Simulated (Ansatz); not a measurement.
# H4OS3Zr: basis-set convergence

How large a basis does H4OS3Zr need? Two functionals are run in growing sets.

Computed with Ansatz 0.2.0, Gaussian basis. Level: one geometry, several basis sets.

Plan: PBE0-D4/def2-SVP; ωB97M-V/def2-SVP; PBE0-D4/def2-QZVPP; ωB97M-V/def2-QZVPP; the functionals' def2-TZVPP values are taken from earlier runs.

## (1) The geometry

The geometry comes from an earlier relaxation with PBE0-D4 in a triple-zeta def2 set; it is a stationary point, not always the lowest conformer. Zr takes the def2 core potential; no spin-orbit term is included.

SMILES `[OH][Zr]([SH])([SH])[SH]`, 9 atoms, charge 0, spin multiplicity 1.

Atoms are counted from 1 here; the program's logs count them from 0.

Bond lengths: O1–Zr2 1.894 Å, O1–H6 0.954 Å, Zr2–S3 2.438 Å, Zr2–S4 2.435 Å, Zr2–S5 2.445 Å, S3–H7 1.349 Å, S4–H8 1.348 Å, S5–H9 1.348 Å. Angles: Zr2–O1–H6 165.5°, O1–Zr2–S3 114.0°, O1–Zr2–S4 109.0°, O1–Zr2–S5 110.4°, S3–Zr2–S4 106.3°, S3–Zr2–S5 105.8°, S4–Zr2–S5 111.2°, Zr2–S3–H7 90.6°, Zr2–S4–H8 89.8°, Zr2–S5–H9 91.5°.

Coordinates:

```xyz
9

O    -1.21919    0.44250   -1.39963
Zr   -0.16777   -0.07403    0.08862
S    -0.48750    1.32269    2.06121
S    -0.78027   -2.33735    0.74641
S     2.21186    0.07564   -0.45426
H    -1.82886    0.87086   -1.99568
H    -0.12431    2.41798    1.36242
H     0.42375   -2.48592    1.33517
H     1.97228   -0.23236   -1.74425
```

## (2) PBE0-D4 in def2-SVP

The input, in.yaml:

```yaml
crystal:
  periodic: [false, false, false]
  atoms:
    - {symbol: O, position_ang: [-1.219188, 0.442500, -1.399631]}
    - {symbol: Zr, position_ang: [-0.167767, -0.074031, 0.088619]}
    - {symbol: S, position_ang: [-0.487495, 1.322689, 2.061210]}
    - {symbol: S, position_ang: [-0.780274, -2.337349, 0.746406]}
    - {symbol: S, position_ang: [2.211863, 0.075636, -0.454256]}
    - {symbol: H, position_ang: [-1.828857, 0.870856, -1.995685]}
    - {symbol: H, position_ang: [-0.124311, 2.417976, 1.362421]}
    - {symbol: H, position_ang: [0.423747, -2.485920, 1.335166]}
    - {symbol: H, position_ang: [1.972282, -0.232359, -1.744250]}
basis:
  gaussian: {orbitals: def2-SVP}
hamiltonian: {xc: pbe0, dispersion: d4}
output: {orbitals: {seedname: orbitals}}
```

Started as:

```
$ ansatz run in.yaml --threads 4 --pin off --events-out ev --progress --plain --max-ram 10444MiB
```

After this run come: ωB97M-V in def2-SVP; PBE0-D4 in def2-QZVPP; ωB97M-V in def2-QZVPP.

Q: Predict the results of all the runs planned. Wanted: PBE0-D4: double and triple zeta above quadruple; ωB97M-V: double and triple zeta above quadruple.

As calculated:

| quantity | value |
| --- | --- |
| PBE0-D4: double and triple zeta above quadruple | 15.30, 1.18 eV |
| ωB97M-V: double and triple zeta above quadruple | 15.23, 1.12 eV |

PBE0-D4 gains 14.13 eV from double to triple zeta, then 1.18 eV more. These are total energies; as a rule much of such shifts cancels in differences, which this series doesn't test.
